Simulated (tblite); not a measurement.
# C7H12BN: the cost of one run

The runs use tblite 0.8.0 and PySCF 2.14.0, with density-fitted response routines of our own; the level of theory stands in each step. All values are computed, except where a source is named. Atoms are numbered from 0 throughout.

### 1 The starting structure

21 atoms, charge 0, multiplicity 1; geometry from: force field or distance geometry start.

Bonds of the start (Å): C0–N1 1.45, N1–B2 1.52, B2–C3 1.58, C3–C4 1.54, C4–C5 1.54, C5–C6 1.46, C6–C7 1.48, C7–C8 1.35, C6–C3 1.45, C8–C6 1.45, C0–H9 1.10, C0–H10 1.11, C0–H11 1.12, N1–H12 1.06, B2–H13 1.20, C3–H14 1.10, C4–H15 1.12, C4–H16 1.09, C5–H17 1.11, C5–H18 1.11, C7–H19 1.11, C8–H20 1.11.

### 2 Geometry optimisation with GFN2-xTB

Job settings and geometry (Å):

```
{"job": {"kind": "relax", "xc": "GFN2-xTB", "basis": "xTB"}, "charge": 0, "multiplicity": 1}
C      3.147700    -0.069700     0.217900
N      1.922300    -0.487200     0.865800
B      0.827600     0.564200     0.821300
C     -0.278800     0.352900    -0.287000
C     -0.455500    -1.109300    -0.736100
C     -1.950200    -0.768400    -0.902200
C     -1.684200     0.308000     0.047500
C     -2.295500     0.450500     1.383300
C     -2.565700     1.388200     0.453100
H      3.549900    -0.831700    -0.469400
H      3.025200     0.854600    -0.379800
H      3.961000     0.134300     0.961500
H      2.147900    -0.638300     1.886700
H      1.245300     1.688300     0.893900
H     -0.062100     0.986500    -1.164600
H     -0.345800    -1.783000     0.150000
H      0.064800    -1.380600    -1.656000
H     -2.111100    -0.450300    -1.953600
H     -2.608200    -1.596500    -0.577700
H     -2.452700     0.076700     2.413400
H     -3.090700     2.327700     0.186300
```

Run with:

```bash
OMP_NUM_THREADS=1 python probes_run.py task.json out
```

The driver reads the jobs from task.json and runs them one after another.

Q: Estimate the wall time and peak memory of this first job on 1 thread of Arm Neoverse N1, shared host.

About 1.9 s, with a peak of 0.18 GiB.
